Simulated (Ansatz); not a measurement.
**CH₄Ga radical: small, medium and large basis sets**

The task here is to estimate one member of a computed series from the others.

Method: one geometry, several basis sets; program: Ansatz 0.2.0, Gaussian basis.

The runs, in order: PBE0-D4/def2-SVP; ωB97M-V/def2-SVP; PBE0-D4/def2-QZVPP; ωB97M-V/def2-QZVPP; the functionals' def2-TZVPP values are taken from earlier runs.

1 further run of the same task is left out (it didn't finish).

### The relaxed structure

The geometry comes from an earlier relaxation with PBE0-D4 in a triple-zeta def2 set; it is a stationary point.

SMILES `[CH3][GaH]`, 6 atoms, charge 0, spin multiplicity 2.

Atoms are counted from 1 here; the program's logs count them from 0.

Bond lengths: C1–Ga2 1.990 Å, C1–H3 1.089 Å, C1–H4 1.094 Å, C1–H5 1.094 Å, Ga2–H6 1.603 Å. Angles: Ga2–C1–H3 113.1°, Ga2–C1–H4 108.5°, Ga2–C1–H5 108.8°, H3–C1–H4 109.1°, H3–C1–H5 109.3°, H4–C1–H5 107.8°, C1–Ga2–H6 119.3°.

The first run:

Contents of in.yaml:

```yaml
crystal:
  periodic: [false, false, false]
  atoms:
    - {symbol: C, position_ang: [-0.029332, -0.418284, -0.518048]}
    - {symbol: Ga, position_ang: [0.685670, 0.372583, 1.162145]}
    - {symbol: H, position_ang: [0.574686, -1.243097, -0.892854]}
    - {symbol: H, position_ang: [-1.046384, -0.775585, -0.328730]}
    - {symbol: H, position_ang: [-0.085664, 0.364734, -1.280282]}
    - {symbol: H, position_ang: [-0.056876, 1.635649, 1.811567]}
basis:
  gaussian: {orbitals: def2-SVP}
magnetization: {spin_polarized: true, initial_magnetization: 1}
hamiltonian: {xc: pbe0, dispersion: d4}
output: {orbitals: {seedname: orbitals}}
```

Among the steps run: PBE0-D4 in def2-SVP; ωB97M-V in def2-SVP; PBE0-D4 in def2-QZVPP; ωB97M-V in def2-QZVPP.

One of the session's tables, all rows but one given; the rest of the session is left out.

It belongs to the step «Functionals by basis». 

```
functional       basis  HOMO (eV)  LUMO (eV)
   PBE0-D4    def2-SVP      -5.20      -2.04
   PBE0-D4  def2-TZVPP      -5.24      -2.07
   PBE0-D4  def2-QZVPP      -5.25      -2.11
   ωB97M-V    def2-SVP      -7.15      -0.34
   ωB97M-V  def2-TZVPP      -7.18      -0.40
   ωB97M-V  def2-QZVPP          ?          ?
```

Q: Estimate the row for ωB97M-V, def2-QZVPP from the others.

The run gave: HOMO (eV): -7.20; LUMO (eV): -0.53. In the column «HOMO (eV)» it is the lowest.
